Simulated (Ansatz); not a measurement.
# CH7AlOSi: small, medium and large basis sets

An exercise on one series of results from a longer session: the logs are not shown, and one member is left open.

Program: Ansatz 0.2.0, Gaussian basis. Level of theory: one geometry, several basis sets. These are calculated values, not measurements.

The runs, in order: PBE0-D4/def2-SVP; ωB97M-V/def2-SVP; PBE0-D4/def2-QZVPP; ωB97M-V/def2-QZVPP; the functionals' def2-TZVPP values are taken from earlier runs.

1 further run of the same task is left out (it didn't finish).

## The geometry

The geometry comes from an earlier relaxation with PBE0-D4 in a triple-zeta def2 set; it is a stationary point, not always the lowest conformer.

SMILES `C[SiH2][O][AlH2]`, 11 atoms, charge 0, spin multiplicity 1.

Atoms are counted from 1 here; the program's logs count them from 0.

Bond lengths: C1–Si2 1.862 Å, C1–H5 1.093 Å, C1–H6 1.093 Å, C1–H7 1.094 Å, Si2–O3 1.628 Å, Si2–H8 1.491 Å, Si2–H9 1.490 Å, O3–Al4 1.679 Å, Al4–H10 1.580 Å, Al4–H11 1.580 Å. Angles: Si2–C1–H5 111.0°, Si2–C1–H6 111.0°, Si2–C1–H7 110.4°, H5–C1–H6 108.4°, H5–C1–H7 108.0°, H6–C1–H7 108.0°, C1–Si2–O3 110.6°, C1–Si2–H8 109.8°, C1–Si2–H9 109.9°, O3–Si2–H8 109.5°, O3–Si2–H9 109.1°, H8–Si2–H9 108.0°, Si2–O3–Al4 173.8°, O3–Al4–H10 118.4°, O3–Al4–H11 117.9°, H10–Al4–H11 123.7°.

The first run:

in.yaml

```yaml
crystal:
  periodic: [false, false, false]
  atoms:
    - {symbol: C, position_ang: [-0.476840, 1.797848, 0.213642]}
    - {symbol: Si, position_ang: [-0.936223, 0.076133, -0.325345]}
    - {symbol: O, position_ang: [0.273675, -0.965541, -0.007421]}
    - {symbol: Al, position_ang: [1.540586, -2.058132, 0.140100]}
    - {symbol: H, position_ang: [-0.269064, 1.829403, 1.285962]}
    - {symbol: H, position_ang: [0.408965, 2.152037, -0.319346]}
    - {symbol: H, position_ang: [-1.295531, 2.492720, 0.006952]}
    - {symbol: H, position_ang: [-1.230010, 0.066095, -1.786657]}
    - {symbol: H, position_ang: [-2.163166, -0.369431, 0.392899]}
    - {symbol: H, position_ang: [2.471255, -2.303190, -1.113502]}
    - {symbol: H, position_ang: [1.741751, -2.774842, 1.533416]}
basis:
  gaussian: {orbitals: def2-SVP}
hamiltonian: {xc: pbe0, dispersion: d4}
output: {orbitals: {seedname: orbitals}}
```

Launch:

```bash
$ ansatz run in.yaml --threads 2 --pin off --events-out ev --progress --plain --max-ram 4352MiB
```

Among the steps run: PBE0-D4 in def2-SVP; ωB97M-V in def2-SVP; PBE0-D4 in def2-QZVPP; ωB97M-V in def2-QZVPP.

One table of the session follows, with a row left open; its other results are not shown here.

It belongs to the step «Functionals by basis». 

| functional | basis | HOMO (eV) |
| --- | --- | --- |
| PBE0-D4 | def2-SVP | -8.01 |
| PBE0-D4 | def2-TZVPP | -8.09 |
| PBE0-D4 | def2-QZVPP | -8.10 |
| ωB97M-V | def2-SVP | -10.21 |
| ωB97M-V | def2-TZVPP | -10.34 |
| ωB97M-V | def2-QZVPP | ? |

Estimate the missing values for ωB97M-V, def2-QZVPP.

**Answer.** HOMO (eV): -10.35. In the column «HOMO (eV)» it is the lowest.
